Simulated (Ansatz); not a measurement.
# ClCo: the cost of one run

Program: Ansatz 0.2.0, Gaussian basis. Level of theory: def2-TZVPP, core rule «outside noble gas», up to 14 orbitals frozen. These are calculated values, not measurements.

Plan: UHF; ROHF; CCSD(T) on UHF.

2 further runs of the same task are left out: 2 set aside as unsound or not needed.

## 1. The geometry

The geometry is a PBE0/def2-TZVP stationary point (not a proven minimum).

2 atoms, charge 0, spin multiplicity 3.

Atoms are counted from 1 here; the program's logs count them from 0.

Bond lengths: Co1–Cl2 2.092 Å.

## 2. UHF

The input, in.yaml:

```yaml
crystal:
  periodic: [false, false, false]
  atoms:
    - {symbol: Co, position_ang: [0.000000, 0.000000, 0.000000]}
    - {symbol: Cl, position_ang: [0.000000, 0.000000, 2.092400]}
basis:
  gaussian: {orbitals: def2-TZVPP}
magnetization: {spin_polarized: true, initial_magnetization: 2}
hamiltonian: {xc: hf}
output: {orbitals: {seedname: orbitals}}
```

Started as:

```
ansatz run in.yaml --threads 1 --pin off --events-out ev --progress --plain --max-ram 4096MiB --backend cpu
```

Q: Estimate wall time and peak memory on 1 thread of AMD EPYC 7R13, shared host.

About 24 s, with a peak of 0.34 GiB.
